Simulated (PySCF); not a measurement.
# [TlI2]+: other functionals and bases at one geometry

The task here is to estimate one member of a computed series from the others.

Program: PySCF 2.14.0. Level of theory: several levels, as the steps say, no spin–orbit coupling. These are calculated values, not measurements.

1 further run of the same task is left out (for a known fault of the program).

### Where the work starts

3 atoms, charge 1, spin multiplicity 1.

Bond lengths: Tl1–I2 2.623 Å, Tl1–I3 2.623 Å. Angles: I2–Tl1–I3 180.0°.

As a file:

```
atom     x (Å)    y (Å)    z (Å)
 Tl1   0.00000  0.00000  0.12709
  I2   2.62318  0.00000  0.12716
  I3  -2.62318  0.00000  0.12716
```

Formal oxidation states: Tl +3. An earlier session relaxed this geometry at PBE0, Tl def2-SVP with ECP60, I def2-SVP with ECP28 (singlet, point group D∞h).

At PBE0 on the finer grid: E = -767.733417 Eh, HOMO -12.88 eV, LUMO -9.15 eV, Mulliken charge on Tl1 +0.58 e, largest force component 0.001 eV/Å. 

Levels to run: revPBE; M06-L; PBE0, TZVP. Hardware: 2 threads of Arm Neoverse V1, shared host.

The first run:

File run.py (the lines that set the calculation):

```python
mol = gto.M(atom='''
Tl     0.00000     0.00000     0.12709
I      2.62318     0.00000     0.12716
I     -2.62318     0.00000     0.12716''',
    basis={'Tl': 'def2-SVP', 'I': 'def2-SVP'},
    ecp={'Tl': 'def2-SVP', 'I': 'def2-SVP'},
    charge=1, spin=0)
mf = dft.RKS(mol, xc='PBE_R,PBE')
mf.grids.atom_grid = (75, 302)
mf = mf.density_fit()  # fitting sets: Tl def2-universal-JKFIT, I def2-universal-JKFIT
mf.conv_tol = 1e-08; mf.max_cycle = 55
mf.kernel(dm0)  # dm0: the density of the relaxed state
```

The run is started by

```sh
OMP_NUM_THREADS=2 python run.py
```

Steps of the session up to this table: revPBE; M06-L; PBE0, TZVP.

One table of the session follows, with a row left open; its other results are not shown here.

```
              level  HOMO (eV)  gap (eV)  charge on Tl1 (e)  largest force component (eV/Å)
PBE0 (relaxed here)     -12.88      3.72               0.58                            0.00
             revPBE     -11.68      1.94               0.53                            0.49
              M06-L          ?         ?                  ?                               ?
         PBE0, TZVP     -12.82      3.84               0.82                            0.40
```

**Question.** Estimate the row for M06-L.

**Answer.** HOMO (eV): -11.75; gap (eV): 2.24; charge on Tl1 (e): 0.63; largest force component (eV/Å): 0.48. In the column «HOMO (eV)» it lies between PBE0, TZVP (-12.82) and revPBE (-11.68).

In one basis the HOMO–LUMO gap runs from 1.94 eV (revPBE) to 3.72 eV (PBE0). The largest leftover force, 0.49 eV/Å with revPBE, stands at a geometry relaxed at another level. Total energies of different levels can't be compared.
